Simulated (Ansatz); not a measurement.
# CH4GaN: up Jacob's ladder to CCSD(T)

An exercise on one series of results from a longer session: the logs are not shown, and one member is left open.

Method: functionals in def2-TZVPP, the program's frozen cores in correlated methods; program: Ansatz 0.2.0, Gaussian basis.

Levels to be run: LDA (SPW92), PBE-D4, revPBE-D4, BLYP-D4, r2SCAN-D4, B97M-V, PBE0-D4, B3LYP-D4, r2SCANh-D4, r2SCAN0-D4, HSE06-D4, BHLYP-D4, CAM-B3LYP-D4, LC-ωPBE, ωB97X-V, ωB97M-V, B2PLYP, PBE-QIDH; CCSD(T)/def2-SVP; CCSD(T)/def2-TZVPP; MP2/def2-QZVPP; extrapolation to the limit; RPA on PBE.

### The relaxed structure

The geometry comes from an earlier relaxation with PBE0-D4 in a triple-zeta def2 set; it is a stationary point, not always the lowest conformer.

7 atoms, charge 0, spin multiplicity 1.

Atoms are counted from 1 here; the program's logs count them from 0.

Bond lengths: C1–N2 1.446 Å, C1–H4 1.098 Å, C1–H5 1.098 Å, C1–H7 1.095 Å, N2–Ga3 1.873 Å, N2–H6 1.012 Å. Angles: N2–C1–H4 112.8°, N2–C1–H5 112.8°, N2–C1–H7 110.0°, H4–C1–H5 107.5°, H4–C1–H7 106.7°, H5–C1–H7 106.7°, C1–N2–Ga3 127.1°, C1–N2–H6 112.1°, Ga3–N2–H6 120.8°.

The first run:

in.yaml reads:

```yaml
crystal:
  periodic: [false, false, false]
  atoms:
    - {symbol: C, position_ang: [-0.145759, 0.098597, -0.645475]}
    - {symbol: N, position_ang: [0.068204, 0.002169, 0.781721]}
    - {symbol: Ga, position_ang: [1.213727, -1.180542, 1.674905]}
    - {symbol: H, position_ang: [-1.185434, -0.101844, -0.934408]}
    - {symbol: H, position_ang: [0.126902, 1.081252, -1.051216]}
    - {symbol: H, position_ang: [-0.489516, 0.671726, 1.296066]}
    - {symbol: H, position_ang: [0.473075, -0.639358, -1.167293]}
basis:
  gaussian: {orbitals: def2-TZVPP}
hamiltonian: {xc: lda}
output: {orbitals: {seedname: orbitals}}
```

On the command line:

```sh
$ ansatz run in.yaml --threads 2 --pin off --events-out ev --progress --plain --max-ram 4352MiB
```

Among the steps run: LDA; PBE-D4 (GGA); revPBE-D4 (GGA); BLYP-D4 (GGA); r2SCAN-D4 (meta-GGA); B97M-V (meta-GGA); B3LYP-D4 (hybrid); r2SCANh-D4 (hybrid); r2SCAN0-D4 (hybrid); HSE06-D4 (hybrid); BHLYP-D4 (hybrid); CAM-B3LYP-D4 (range-separated); LC-ωPBE (range-separated); ωB97X-V (range-separated); ωB97M-V (range-separated); B2PLYP (double hybrid); PBE-QIDH (double hybrid).

One table of the session follows, with a row left open; its other results are not shown here.

| functional | HOMO (eV) | gap (eV) |
| --- | --- | --- |
| LDA (SPW92) | -5.31 | 3.13 |
| PBE-D4 | -5.16 | 3.20 |
| revPBE-D4 | -5.10 | 3.24 |
| BLYP-D4 | -5.02 | 3.13 |
| r2SCAN-D4 | -5.42 | 3.63 |
| B97M-V | -5.40 | 3.50 |
| PBE0-D4 | -6.39 | 5.17 |
| B3LYP-D4 | -6.16 | 4.70 |
| r2SCANh-D4 | -5.88 | 4.35 |
| r2SCAN0-D4 | -6.58 | 5.45 |
| HSE06-D4 | -5.99 | 4.41 |
| BHLYP-D4 | -7.36 | 6.87 |
| CAM-B3LYP-D4 | -7.75 | 7.44 |
| LC-ωPBE | -8.92 | 9.70 |
| ωB97X-V | ? | ? |
| ωB97M-V | -8.60 | 9.09 |

Q: Estimate the row for ωB97X-V from the others.

The run gave: HOMO (eV): -8.64; gap (eV): 9.29. In the column «HOMO (eV)» it lies between LC-ωPBE (-8.92) and ωB97M-V (-8.60).
